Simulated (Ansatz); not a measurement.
# K: the cost of one run

Program: Ansatz 0.2.0. Level of theory: DFT PBEsol, scalar-relativistic, plane waves, PAW. These are calculated values, not measurements.

## (1) Starting point

Symmetry: Cmcm, No. 63, orthorhombic system. The conventional cell has a = 4.876 Å, b = 8.095 Å, c = 7.812 Å, α = 90.00°, β = 90.00°, γ = 90.00°.

Coordinates:

```cif
data_structure
_symmetry_space_group_name_H-M 'P 1'
_symmetry_Int_Tables_number 1
_cell_length_a 4.7251
_cell_length_b 4.7251
_cell_length_c 7.8118
_cell_angle_alpha 90.000
_cell_angle_beta 90.000
_cell_angle_gamma 117.877
_cell_volume 154.17
loop_
_atom_site_label
_atom_site_type_symbol
_atom_site_fract_x
_atom_site_fract_y
_atom_site_fract_z
_atom_site_occupancy
K1 K 0.82061 0.17939 0.25000 1
K2 K 0.17939 0.82061 0.75000 1
```

It goes back to an entry of the Materials Project, which need not be the stable form.

No relaxation comes first: the listed cell is the starting point.

## (2) The reference: the undisturbed cell on the scan's mesh

The input, input.yaml:

```yaml
crystal:
  lattice:
    - [2.43796235, -4.04761045, 0.0]
    - [2.43796235, 4.04761045, 0.0]
    - [0.0, 0.0, 7.81179801]
  atoms:
    - { symbol: K, position: [0.82061302, 0.17938698, 0.25] }
    - { symbol: K, position: [0.17938698, 0.82061302, 0.75] }
basis:
  ecutwfc: 420
kpoints:
  mp_grid: { grid: [12, 12, 6] }
hamiltonian:
  xc: pbesol
scf:
  occupations: { method: gaussian, width: 0.15 }
output:
  forces: true
  stress: true
  eigenvalues: true
```

The run is started by

```sh
ansatz run input.yaml --threads 1 --pin off --max-ram 1228MiB --backend cpu --events-out ev --progress --plain --runs-dir out
```

What time and memory should one allow on 1 thread of an x86-64 CPU, shared host?

About 8.4 s, with a peak of 0.61 GiB.
